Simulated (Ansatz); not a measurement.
## Ge3Pd in Ansatz: the effect of Hubbard term

The system is Ge3Pd.

```
Pd Ge
1.0
     4.14202    0.00000    0.00000
     0.00000    4.14202    0.00000
     0.00000    0.00000    4.14202
Pd Ge
1 3
Direct
  0.00000 0.00000 0.00000
  0.50000 0.50000 0.00000
  0.50000 0.00000 0.50000
  0.00000 0.50000 0.50000
```

The cell comes from a database or a generator and needn't be the stable form of this composition.

Alike in all runs:

* Program: Ansatz 0.2.0
* Task: band structure
* Functional: PBEsol
* Potentials or basis: Ansatz PAW
* Cutoff: 420 eV (not typed: the program's choice for these potentials)
* k mesh: 7 × 7 × 7
* Occupations: fermi-dirac, width 0.05 eV
* Spin: no spin polarisation
* Path: [["G", "X", "M", "G", "R", "X"], ["M", "R"]]
* Points for each segment of the path: 14
* Hubbard projectors: ortho-atomic (the default)
* Double counting: fll (the default)

```tsv
Hubbard term	pressure (GPa)
none	-4.7
Pd d U = 1 eV	-4.6
Pd d U = 2 eV	-4.4
Pd d U = 3 eV	-4.2
Pd d U = 4 eV	-3.9
Pd d U = 5 eV	-3.7
Pd d U = 6 eV	-3.4
Pd d U = 8 eV	?
```

Problem. What does the run with Hubbard term Pd d U = 8 eV give?

Solution. Pressure -2.7 GPa.

Worked out: A parabola through the other rows of the pressure, of slope 0.364 GPa per eV there, extrapolates to -2.7 GPa, against the run's -2.7.

Caveats: the PAW data sets come from PBE, with cores solved anew for the run's functional, which leaves a small shift of forces and pressure; U without spin polarisation on a metal has little footing (some runs); the U is typed as a test and isn't derived for this compound (some runs).
